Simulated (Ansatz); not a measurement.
Write a Python script for Ansatz 0.2.0 through its Python package that makes a geometry optimisation of C2H4BFOSe, SMILES BC1OC1(F)[SeH]. Level of theory: PBE0, def2-SVP basis, multiplicity 1, D3BJ dispersion.

```xyz
10

B     0.1409   -1.7313    0.5529
C     0.4610   -0.1452    0.4564
O    -0.5061    0.6305    1.1627
C    -0.4191    0.7694   -0.2268
F    -1.6476    0.2193   -0.7851
Se    0.1369    2.5215   -0.8008
H     0.1169   -2.2351    1.5898
H    -0.1137   -2.2740   -0.4504
H     1.5011    0.2347    0.6893
H     0.4127    1.9591   -2.1850
```

`c2h4bfose.py`:
```python
'''Geometry optimisation of C2H4BFOSe.'''

import itertools
import warnings

import ansatz as az
from ase import Atoms
from ase.data import atomic_numbers, covalent_radii
import numpy as np

warnings.simplefilter('ignore', az.DeckWarning)

atoms = Atoms(['B', 'C', 'O', 'C', 'F', 'Se', 'H', 'H', 'H', 'H'], positions=[
    [0.1409, -1.7313, 0.5529],
    [0.461, -0.1452, 0.4564],
    [-0.5061, 0.6305, 1.1627],
    [-0.4191, 0.7694, -0.2268],
    [-1.6476, 0.2193, -0.7851],
    [0.1369, 2.5215, -0.8008],
    [0.1169, -2.2351, 1.5898],
    [-0.1137, -2.274, -0.4504],
    [1.5011, 0.2347, 0.6893],
    [0.4127, 1.9591, -2.185],
])
system = az.Crystal.molecule_from_ase(atoms)

base = (
    system.calculation()
    .basis(gaussian='def2-SVP')
    .functional('PBE0', dispersion='d3bj')
)
symbols = [site.symbol for site in system.cartesian_sites]
start = np.array([site.position_ang for site in system.cartesian_sites], dtype=float)
data = base.relax(force_tolerance=0.02).run().report
end = np.array(data['positions_ang'])

for key in ('converged', 'free_energy_ev', 'reference_energy_ev', 'n_frozen', 'n_occupied', 'n_virtual'):
    print(f'{key:22s} {data[key]}')

# pairs closer than 1.2 times the sum of covalent radii, before or after
radius = [covalent_radii[atomic_numbers[s]] for s in symbols]
span = lambda where, i, j: np.linalg.norm(where[i] - where[j])
bonded = [(i, j) for i, j in itertools.combinations(range(len(symbols)), 2) if min(span(start, i, j), span(end, i, j)) < 1.2 * (radius[i] + radius[j])]
print('pair        before    after (A)')
for i, j in bonded:
    print(f'{symbols[i]}{i}-{symbols[j]}{j}'.ljust(10), f'{span(start, i, j):8.4f} {span(end, i, j):8.4f}')
```

`python c2h4bfose.py` gives:
```text
converged              True
free_energy_ev         -72897.31215520269
reference_energy_ev    -72897.1233222577
n_frozen               0
n_occupied             [36, 36]
n_virtual              [86, 86]
pair        before    after (A)
B0-C1        1.6210   1.5485
B0-H6        1.1531   1.2034
B0-H7        1.1687   1.2072
C1-O2        1.4268   1.4678
C1-C3        1.4415   1.4868
C1-H8        1.1315   1.0971
O2-C3        1.3991   1.3421
C3-F4        1.4572   1.3474
C3-Se5       1.9257   1.9364
Se5-H9       1.5193   1.4708
```

Reading the output:
- Total energies depend on the basis set; only differences at equal settings carry meaning.
- The end point is the stationary point reached from this start; no frequency run checks that it is a minimum, and the basis set is modest.
- Total less reference energy is the dispersion correction.
- Run time: 3.1 min on 1 thread of Arm Neoverse V1 (shared host), peak memory 0.39 GiB.
